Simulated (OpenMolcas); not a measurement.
# Cu⁴⁺ among point charges: CASSCF and CASPT2 levels and susceptibility

How does a field of 5 point charges split the states of Cu⁴⁺, and what χT follows?

Program: OpenMolcas 26.06. Level of theory: state-averaged CASSCF and CASPT2, spin-orbit coupling by RASSI with atomic mean-field integrals. These are calculated values, not measurements, unless marked.

### 1 The system

```
Species                           : Cu⁴⁺ (copper, Z = 29, 25 electrons)
Basis                             : ANO-RCC-VTZP [6s5p3d2f1g], 59 functions
Scalar Hamiltonian                : DKH2, point nucleus
Inactive shells                   : 1s 2s 2p 3s 3p
Active space                      : 7 electrons in 5 orbitals (3d)
Some configurations of this space : 3d7
Orbitals                          : optimised for each spin and parity, averaged over all roots
```

The outer shells:

3d7
```
3d [↑↓][↑↓][↑ ][↑ ][↑ ]
```

The ion sits among 5 point charges of -1.5 e arranged as a trigonal bipyramid (D3h), 1.91 Å from the ion, with the axial distance 1.643 Å.

Each step is its own input file, run in one work folder so that later steps find the files of earlier ones. Labels, J, g values, rates, χT and fits are worked out afterwards by a script from the matrices that RASSI stores.

### 2 One- and two-electron integrals

Input file a.inp:

```
&GATEWAY
Coord
1

Cu 0.0 0.0 0.0
Basis=ANO-RCC-VTZP
Group=NoSym
NoMove
AngMom=0.0 0.0 0.0
AMFI
XField
5 Angstrom 0
1.910000 0.000000 0.000000 -1.500000
-0.955000 1.654109 0.000000 -1.500000
-0.955000 -1.654109 0.000000 -1.500000
0.000000 0.000000 1.642600 -1.500000
0.000000 0.000000 -1.642600 -1.500000
&SEWARD
```

Command:

```
> OMP_NUM_THREADS=1 MOLCAS_MEM=1689 MOLCAS_PROJECT=a pymolcas a.inp > a.log
```

### 3 Reference wave functions, quartets, 10 roots

Input file a.inp:

```
&RASSCF
FileOrb=start.orb
Symmetry=1
Spin=4
nActEl=7 0 0
Inactive=9
Ras2=5
CIRoot=10 10 1
SDav=10
CIMx=300
Iter=120 100
PrWF=0.3
OrbListing=Nothing
MaxOrb=0
>>> COPY $Project.JobIph JOB001
```

start.orb holds the contracted functions of the basis, ordered by shell, or the orbitals of the step before.

### 4 CASSCF: doublets, 40 roots

Input file a.inp:

```
&RASSCF
FileOrb=start.orb
Symmetry=1
Spin=2
nActEl=7 0 0
Inactive=9
Ras2=5
CIRoot=40 40 1
SDav=40
CIMx=300
Iter=120 100
PrWF=0.3
OrbListing=Nothing
MaxOrb=0
>>> COPY $Project.JobIph JOB002
```

### 5 State interaction with spin-orbit coupling

Input file a.inp:

```
&RASSI
NrOfJobIphs=2 10 40
1 2 3 4 5 6 7 8 9 10
1 2 3 4 5 6 7 8 9 10 11 12 13 14 15 16 17 18 19 20 21 22 23 24 25 26 27
28 29 30 31 32 33 34 35 36 37 38 39 40
IphNames
JOB001
JOB002
EJob
SpinOrbit
DIPRint=1.0
SOCoupling=1000.0
Subsets=2
Property=9
'ANGMOM' 1 'ANGMOM' 2 'ANGMOM' 3 'MLTPL  1' 1 'MLTPL  1' 2 'MLTPL  1' 3
'AMFI' 1 'AMFI' 2 'AMFI' 3
SOProperty=3
'ANGMOM' 1 'ANGMOM' 2 'ANGMOM' 3
```

### 6 CASPT2: IPEA 0.25, imaginary shift 0.1 (closed shells correlated: 3s 3p)

Input file a.inp:

```
>>> COPY JOB001 $Project.JobIph
&CASPT2
Multistate=10 1 2 3 4 5 6 7 8 9 10
NoMult
Frozen=5
IPEA=0.25
Imaginary=0.1
MaxIter=60
WThr=0.0 0.3 0.05
PrWF=0.5
NoMix
>>> COPY JOB002 $Project.JobIph
&CASPT2
Multistate=40 1 2 3 4 5 6 7 8 9 10 11 12 13 14 15 16 17 18 19 20 21 22
23 24 25 26 27 28 29 30 31 32 33 34 35 36 37 38 39 40
NoMult
Frozen=5
IPEA=0.25
Imaginary=0.1
MaxIter=60
WThr=0.0 0.3 0.05
PrWF=0.5
NoMix
```

(Steps that only read results are left out.)

What does the calculation give? Wanted: spin-free ground state; first state of the same spin within the active space; lowest level; next level.

The runs gave:

| quantity | value |
| --- | --- |
| method | SS-CASPT2, IPEA 0.25, imaginary shift 0.1 (closed shells correlated: 3s 3p) |
| spin-free ground state | 4A2, 1-fold in its orbital part |
| first state of the same spin within the active space | 4A1 at 1 cm⁻¹ |
| lowest level | 2-fold E3/2, g = 0.00, 0.00, 12.00 |
| next level | 880.4 cm⁻¹ |
| χT at 300 K | 4.92 cm³ K/mol |
| effective moment at 300 K | 6.27 μB |

Cost by method:

```csv
method,time of its own steps,time with the reference
A. CASSCF,10 s,10 s
"B. SS-CASPT2, IPEA 0.25, imaginary shift 0.1, +3s 3p",9.9 s,20 s
```

Times are of one thread on a shared host.

In words: The spin-free ground state (4A2) comes to 100 % from free-ion F terms and keeps the highest spin of the shell. χT at 300 K is 4.92, against 1.88 cm³ K/mol for the spin alone, so orbital moment adds to it. An active space of the d shell alone favours high spin; real ions in strong fields can be low spin. The field of point charges can differ much from that of real complexes. With metal d orbitals alone active, the gaps between spin states are rough; where two lie within a few thousand cm-1, their order is open. Point charges carry no covalency, so the field is a model and not that of real ligands.
